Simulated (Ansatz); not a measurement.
# CH8NSi2, SMILES CN([SiH2])[SiH3]: a geometry optimisation

With the Python package of Ansatz (0.2.0).

The cells in order, each with its output:

```python
import itertools
import warnings

import ansatz as az
from ase import Atoms
from ase.data import atomic_numbers, covalent_radii
import numpy as np
```

```python
warnings.simplefilter("ignore", az.DeckWarning)
```

```python
atoms = Atoms(["C", "N", "Si", "Si", "H", "H", "H", "H", "H", "H", "H", "H"], positions=[
    (-0.8315, 1.2829, -0.3357),
    (-0.4604, -0.0143, 0.0609),
    (-0.2916, -0.4334, 1.6947),
    (0.7873, -0.8809, -0.8324),
    (-1.1579, 1.3432, -1.4259),
    (-1.7698, 1.6656, 0.207),
    (-0.0653, 2.0771, -0.1841),
    (1.0544, 0.1493, 2.2023),
    (-0.3104, -1.8877, 1.9378),
    (0.4463, -0.64, -2.2404),
    (2.0569, -0.3763, -0.4905),
    (0.619, -2.3407, -0.5597),
])
mol = az.Crystal.molecule_from_ase(atoms)

calc = (
    mol.calculation()
    .basis(gaussian="cc-pVDZ")
    .functional("B3LYP")
    .spin("collinear", total=1)
)
symbols = [site.symbol for site in mol.cartesian_sites]
start = np.array([site.position_ang for site in mol.cartesian_sites], dtype=float)
def progress(event):
    if event["event"] == "relax_step":
        row = event["data"]
        print(f"step {row['step']:3d}  E = {row['lagrangian_ev']:.6f} eV  largest force component {row['allowed_force_max_ev_ang']:.4f} eV/A")
```

```python
report = calc.relax(force_tolerance=0.01).session().plan().execute(on_event=progress).report
end = np.array(report["positions_ang"])
```

    step   1  E = -18412.150947 eV  largest force component 2.6091 eV/A
    step   2  E = -18412.578578 eV  largest force component 1.3697 eV/A
    step   3  E = -18412.697886 eV  largest force component 0.2076 eV/A
    step   4  E = -18412.742766 eV  largest force component 0.1539 eV/A
    step   5  E = -18412.782136 eV  largest force component 0.1183 eV/A
    step   6  E = -18412.809867 eV  largest force component 0.1518 eV/A
    step   7  E = -18412.827325 eV  largest force component 0.4871 eV/A
    step   8  E = -18412.856236 eV  largest force component 0.1156 eV/A
    step   9  E = -18412.867418 eV  largest force component 0.1328 eV/A
    step  10  E = -18412.820866 eV  largest force component 0.6501 eV/A
    step  11  E = -18412.870728 eV  largest force component 0.0409 eV/A
    step  12  E = -18412.873962 eV  largest force component 0.0360 eV/A
    step  13  E = -18412.875397 eV  largest force component 0.0923 eV/A
    step  14  E = -18412.876940 eV  largest force component 0.0670 eV/A
    step  15  E = -18412.880441 eV  largest force component 0.0737 eV/A
    step  16  E = -18412.854134 eV  largest force component 0.7247 eV/A
    step  17  E = -18412.882513 eV  largest force component 0.1547 eV/A
    step  18  E = -18412.882826 eV  largest force component 0.1947 eV/A
    step  19  E = -18412.885345 eV  largest force component 0.0610 eV/A
    step  20  E = -18412.886580 eV  largest force component 0.0360 eV/A
    step  21  E = -18412.886580 eV  largest force component 0.2026 eV/A
    step  22  E = -18412.882300 eV  largest force component 0.1166 eV/A
    step  23  E = -18412.887401 eV  largest force component 0.0092 eV/A
    step  24  E = -18412.888340 eV  largest force component 0.0911 eV/A
    step  25  E = -18412.889105 eV  largest force component 0.0478 eV/A
    step  26  E = -18412.889436 eV  largest force component 0.0195 eV/A
    step  27  E = -18412.889582 eV  largest force component 0.0219 eV/A
    step  28  E = -18412.889626 eV  largest force component 0.0059 eV/A

```python
print("reference energy %16.6f eV" % report["reference_energy_ev"])
print("total energy     %16.6f eV" % report["free_energy_ev"])
print("occupied orbitals outside the frozen core (up, down):", report["n_occupied"], " frozen:", report["n_frozen"], " virtual:", report["n_virtual"])
```

    reference energy    -18412.889914 eV
    total energy        -18412.889914 eV
    occupied orbitals outside the frozen core (up, down): [25, 24]  frozen: 0  virtual: [79, 80]

```python
# pairs closer than 1.2 times the sum of covalent radii, before or after
radius = [covalent_radii[atomic_numbers[s]] for s in symbols]
span = lambda where, i, j: np.linalg.norm(where[i] - where[j])
bonded = [(i, j) for i, j in itertools.combinations(range(len(symbols)), 2) if min(span(start, i, j), span(end, i, j)) < 1.2 * (radius[i] + radius[j])]
print("pair        before    after (A)")
for i, j in bonded:
    print(f"{symbols[i]}{i}-{symbols[j]}{j}".ljust(10), f"{span(start, i, j):8.4f} {span(end, i, j):8.4f}")
```

    pair        before    after (A)
    C0-N1        1.4063   1.4723
    C0-H4        1.1396   1.1063
    C0-H5        1.1495   1.1019
    C0-H6        1.1139   1.1048
    N1-Si2       1.6951   1.7712
    N1-Si3       1.7623   1.7729
    Si2-H7       1.5521   1.5091
    Si2-H8       1.4746   1.5043
    Si3-H9       1.4686   1.5003
    Si3-H10      1.4083   1.4989
    Si3-H11      1.4946   1.4913

Total energies depend on the basis set; only differences at equal settings carry meaning. The end point is the stationary point reached from this start; no frequency run checks that it is a minimum, and the basis set is modest. The species is open-shell (spin multiplicity 2). b3lyp holds the VWN-RPA fit, as in Gaussian; the form of ORCA and Turbomole is b3lyp5. Timing: 4.1 min on 1 thread of Arm Neoverse V1, with other jobs on the host, peak memory 0.39 GiB.

(Lines on the test bed's own set-up are left out of the output.)
